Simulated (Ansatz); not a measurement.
**C9H17GeNSi: one species, many methods**

Aim: compute C9H17GeNSi with functionals from several rungs and with coupled cluster. The yardstick is the atomisation energy at the CCSD(T) limit.

Computed with Ansatz 0.2.0, Gaussian basis. Level: functionals in def2-TZVPP, the program's frozen cores in correlated methods.

The runs, in order: LDA (SPW92), PBE-D4, revPBE-D4, BLYP-D4, r2SCAN-D4, B97M-V, PBE0-D4, B3LYP-D4, r2SCANh-D4, r2SCAN0-D4, HSE06-D4, BHLYP-D4, CAM-B3LYP-D4, LC-ωPBE, ωB97X-V, ωB97M-V, B2PLYP, PBE-QIDH; CCSD(T)/def2-SVP; CCSD(T)/def2-TZVPP; MP2/def2-QZVPP; extrapolation to the limit; RPA on PBE.

## (1) The geometry

All runs share one geometry, relaxed beforehand with PBE0-D4 in a triple-zeta def2 set.

SMILES `C[Si](C)(C)[N]([GeH3])c1ccccc1`, 29 atoms, charge 0, spin multiplicity 1.

Atoms are counted from 1 here; the program's logs count them from 0.

Bond lengths: C1–Si2 1.873 Å, C1–H13 1.093 Å, C1–H14 1.094 Å, C1–H15 1.092 Å, Si2–C3 1.868 Å, Si2–C4 1.873 Å, Si2–N5 1.752 Å, C3–H16 1.094 Å, C3–H17 1.093 Å, C3–H18 1.091 Å, C4–H19 1.094 Å, C4–H20 1.094 Å, C4–H21 1.093 Å, N5–Ge6 1.853 Å, N5–C7 1.405 Å, Ge6–H22 1.535 Å, Ge6–H23 1.542 Å, Ge6–H24 1.538 Å and more. Angles: Si2–C1–H13 111.5°, Si2–C1–H14 109.2°, Si2–C1–H15 112.8°, H13–C1–H14 107.6°, H13–C1–H15 108.2°, H14–C1–H15 107.2°, C1–Si2–C3 109.1°, C1–Si2–C4 108.2°, C1–Si2–N5 107.6°, C3–Si2–C4 110.5°, C3–Si2–N5 109.2°, C4–Si2–N5 112.2°, Si2–C3–H16 109.7°, Si2–C3–H17 110.6°, Si2–C3–H18 112.6°, H16–C3–H17 108.0°, H16–C3–H18 108.0°, H17–C3–H18 107.8° and more.

Geometry (Å):

```xyz
29

C    -1.6377    1.7549    2.0158
Si   -0.1234    0.9173    1.2989
C     0.2396   -0.6315    2.2780
C     1.3139    2.1138    1.4088
N    -0.4952    0.4789   -0.3565
Ge   -1.7082    1.4509   -1.3644
C     0.0916   -0.6362   -0.9771
C    -0.6765   -1.5303   -1.7270
C    -0.0978   -2.6285   -2.3411
C     1.2604   -2.8747   -2.2096
C     2.0335   -1.9967   -1.4646
C     1.4615   -0.8870   -0.8657
H    -2.5263    1.1248    1.9237
H    -1.4741    1.9428    3.0810
H    -1.8511    2.7178    1.5463
H     0.3856   -0.3758    3.3314
H    -0.5961   -1.3327    2.2126
H     1.1354   -1.1481    1.9300
H     1.4581    2.4487    2.4404
H     1.1275    2.9986    0.7939
H     2.2520    1.6667    1.0718
H    -1.3065    1.2914   -2.8368
H    -3.1541    0.9550   -1.1586
H    -1.6199    2.9204   -0.9202
H    -1.7470   -1.3714   -1.8100
H    -0.7197   -3.3049   -2.9170
H     1.7115   -3.7373   -2.6850
H     3.0995   -2.1666   -1.3600
H     2.0842   -0.1887   -0.3188
```

## (2) LDA

This LDA is Slater exchange with PW92 correlation.

Input file in.yaml:

```yaml
crystal:
  periodic: [false, false, false]
  atoms:
    - {symbol: C, position_ang: [-1.637745, 1.754852, 2.015788]}
    - {symbol: Si, position_ang: [-0.123423, 0.917265, 1.298887]}
    - {symbol: C, position_ang: [0.239598, -0.631470, 2.277958]}
    - {symbol: C, position_ang: [1.313871, 2.113782, 1.408785]}
    - {symbol: N, position_ang: [-0.495224, 0.478876, -0.356464]}
    - {symbol: Ge, position_ang: [-1.708237, 1.450927, -1.364357]}
    - {symbol: C, position_ang: [0.091578, -0.636152, -0.977122]}
    - {symbol: C, position_ang: [-0.676460, -1.530339, -1.727040]}
    - {symbol: C, position_ang: [-0.097772, -2.628453, -2.341119]}
    - {symbol: C, position_ang: [1.260386, -2.874681, -2.209628]}
    - {symbol: C, position_ang: [2.033470, -1.996663, -1.464575]}
    - {symbol: C, position_ang: [1.461468, -0.887030, -0.865699]}
    - {symbol: H, position_ang: [-2.526269, 1.124782, 1.923674]}
    - {symbol: H, position_ang: [-1.474055, 1.942828, 3.081031]}
    - {symbol: H, position_ang: [-1.851130, 2.717764, 1.546288]}
    - {symbol: H, position_ang: [0.385586, -0.375801, 3.331449]}
    - {symbol: H, position_ang: [-0.596126, -1.332732, 2.212572]}
    - {symbol: H, position_ang: [1.135409, -1.148078, 1.929989]}
    - {symbol: H, position_ang: [1.458069, 2.448738, 2.440354]}
    - {symbol: H, position_ang: [1.127524, 2.998647, 0.793941]}
    - {symbol: H, position_ang: [2.252021, 1.666659, 1.071835]}
    - {symbol: H, position_ang: [-1.306482, 1.291430, -2.836764]}
    - {symbol: H, position_ang: [-3.154134, 0.954972, -1.158590]}
    - {symbol: H, position_ang: [-1.619858, 2.920434, -0.920187]}
    - {symbol: H, position_ang: [-1.747001, -1.371443, -1.809974]}
    - {symbol: H, position_ang: [-0.719707, -3.304865, -2.916993]}
    - {symbol: H, position_ang: [1.711488, -3.737302, -2.684975]}
    - {symbol: H, position_ang: [3.099468, -2.166554, -1.359981]}
    - {symbol: H, position_ang: [2.084187, -0.188694, -0.318788]}
basis:
  gaussian: {orbitals: def2-TZVPP}
hamiltonian: {xc: lda}
output: {orbitals: {seedname: orbitals}}
```

The run is started by

```
$ ansatz run in.yaml --threads 11 --pin off --events-out ev --progress --plain --max-ram 174080MiB --backend cuda --devices 0, --max-vram 75GiB
```

The runs that follow: PBE-D4 (GGA); revPBE-D4 (GGA); BLYP-D4 (GGA); r2SCAN-D4 (meta-GGA); B97M-V (meta-GGA); PBE0-D4 (hybrid); B3LYP-D4 (hybrid); r2SCANh-D4 (hybrid); r2SCAN0-D4 (hybrid); HSE06-D4 (hybrid); BHLYP-D4 (hybrid); CAM-B3LYP-D4 (range-separated); LC-ωPBE (range-separated); ωB97X-V (range-separated); ωB97M-V (range-separated); B2PLYP (double hybrid); PBE-QIDH (double hybrid); CCSD(T) in def2-SVP; CCSD(T) in def2-TZVPP; MP2 in def2-QZVPP; RPA on PBE orbitals.

**Question.** What will the summary of the whole plan be? Wanted: atomisation energy, CCSD(T)/CBS; farthest beyond LDA; mean size of error, GGA; mean size of error, meta-GGA; mean size of error, hybrid; mean size of error, range-separated; mean size of error, double hybrid; gap, smallest and largest; T1 diagnostic.

The runs gave:

```
                               quantity                                                                                                                               value
        atomisation energy, CCSD(T)/CBS                                                                                                                          124.037 eV
    functionals within 1.240 eV (1.0 %)  revPBE-D4, BLYP-D4, r2SCAN-D4, B97M-V, B3LYP-D4, r2SCANh-D4, r2SCAN0-D4, CAM-B3LYP-D4, LC-ωPBE, ωB97X-V, ωB97M-V, B2PLYP, PBE-QIDH
                    farthest beyond LDA                                                                                                                  PBE-D4 (+2.952 eV)
                mean size of error, GGA                                                                                                                            1.110 eV
           mean size of error, meta-GGA                                                                                                                            0.732 eV
             mean size of error, hybrid                                                                                                                            1.070 eV
    mean size of error, range-separated                                                                                                                            0.413 eV
      mean size of error, double hybrid                                                                                                                            0.670 eV
              gap, smallest and largest                                                                                           3.88 eV (LDA (SPW92)), 10.42 eV (LC-ωPBE)
                          T1 diagnostic                                                                                                                              0.0111
triples share of the correlation energy                                                                                                                               4.5 %
```

In words: The LDA atomisation energy is off by 17.604 eV (14 %): it overbinds. PBE-D4 misses by +2.952 eV. Double hybrids carry the basis error of their MP2 part in triple zeta, and no dispersion term here, so their miss is partly the set-up's. The rungs range-separated, double hybrid, meta-GGA, hybrid, GGA miss on average by less than the doubt on the reference (1.240 eV), so they tie. Misses under about 1.240 eV are within the doubt on the reference itself, which lacks core-valence correlation, relativity and higher excitations, and its outer-core shells are covered unevenly. Hartree-Fock recovers 74 % of the binding; the rest is correlation. CCSD(T) in def2-SVP is off by -5.495 eV, which most functionals beat. The gap grows from 3.9 to 10.4 eV across the functionals, mostly with the share of exact exchange. The restricted reference is unstable towards a spin-broken one. Correlated methods include outer-core shells of Ge, which these sets cover unevenly.
